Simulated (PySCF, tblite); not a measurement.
# C4H10O2Si2: geometry, infrared bands and NMR shifts

Aim: predict the infrared bands and NMR shifts of C4H10O2Si2 (`COC(=O)/C([SiH3])=C\[SiH3]`).

Programs: tblite 0.8.0 and PySCF 2.14.0, with density-fitted response routines of our own. Each step states its level of theory. These are calculated values for one molecule in the gas phase, unless marked as measured. Atoms count from 0, in the outputs and in this text.

### Step 1. The molecule as given

18 atoms, charge 0, multiplicity 1; geometry from: force field or distance geometry start.

Bonds of the start (Å): C0–O1 1.42, O1–C2 1.37, C2–O3 1.24, C2–C4 1.47, C4–Si5 1.86, C4–C6 1.32, C6–Si7 1.82, C0–H8 1.11, C0–H9 1.09, C0–H10 1.11, Si5–H11 1.45, Si5–H12 1.47, Si5–H13 1.48, C6–H14 1.10, Si7–H15 1.50, Si7–H16 1.47, Si7–H17 1.47.

### Step 2. Relaxing the molecule with GFN2-xTB

What the job is given:

```
{"job": {"kind": "relax", "xc": "GFN2-xTB", "basis": "xTB"}, "charge": 0, "multiplicity": 1}
C      2.973700    -0.509700    -0.718300
O      1.788900     0.227400    -0.436300
C      0.538200    -0.331200    -0.418100
O      0.402600    -1.531200    -0.696400
C     -0.583600     0.561400    -0.092400
Si    -0.287000     2.354900     0.279900
C     -1.824300     0.111400    -0.078700
Si    -2.250000    -1.622400    -0.426100
H      2.867800    -1.535800    -0.297200
H      3.128200    -0.504500    -1.794200
H      3.814000    -0.037400    -0.163300
H     -0.824300     2.687100     1.587700
H      1.158700     2.578900     0.181200
H     -0.995700     3.097000    -0.789200
H     -2.623400     0.829700     0.174700
H     -3.692200    -1.765600    -0.028300
H     -2.169000    -1.986000    -1.847500
H     -1.431700    -2.617700     0.286100
```

Command:

```sh
OMP_NUM_THREADS=1 python probes_run.py task.json out
```

The driver reads the jobs from task.json and runs them one after another.

**Question.** This job is followed by: GFN2-xTB harmonic vibrations, gas phase; GIAO PBE0/pcSseg-1 NMR shielding, non-relativistic, gas phase. Predict these results of the whole session: strongest single infrared mode (GFN2-xTB); zero-point energy (GFN2-xTB); ¹³C shifts against TMS (PBE0/pcSseg-1); ¹H shifts against TMS (PBE0/pcSseg-1, means over atoms taken as alike); ¹⁷O shifts against H2O (PBE0/pcSseg-1); ²⁹Si shifts against TMS (PBE0/pcSseg-1).

As calculated:

```
                                                              quantity                          value
                             strongest single infrared mode (GFN2-xTB)          2140 cm⁻¹, 422 km/mol
                                          zero-point energy (GFN2-xTB)                  75.8 kcal/mol
                                ¹³C shifts against TMS (PBE0/pcSseg-1)  182.8, 177.7, 150.2, 52.9 ppm
¹H shifts against TMS (PBE0/pcSseg-1, means over atoms taken as alike)     8.34, 4.33, 4.27, 4.22 ppm
                                ¹⁷O shifts against H2O (PBE0/pcSseg-1)               398.7, 192.0 ppm
                               ²⁹Si shifts against TMS (PBE0/pcSseg-1)               -74.5, -87.2 ppm
```

**Reading.** Relaxing lowered the energy by 0.509 eV in 192 steps; the close pair that moved most is C6–Si7, from 1.819 to 1.895 Å. The lowest mode is imaginary (44i cm⁻¹), so the xTB geometry is not a minimum. The strongest single mode, at 2140 cm⁻¹, moves mainly H15. GFN2-xTB is a fitted tight-binding method: band positions and strengths are rough. Its intensities can rank the bands wrongly. At PBE0/pcSseg-1: The largest span, 632 ppm, is at O3, where the paramagnetic term is -470 ppm.
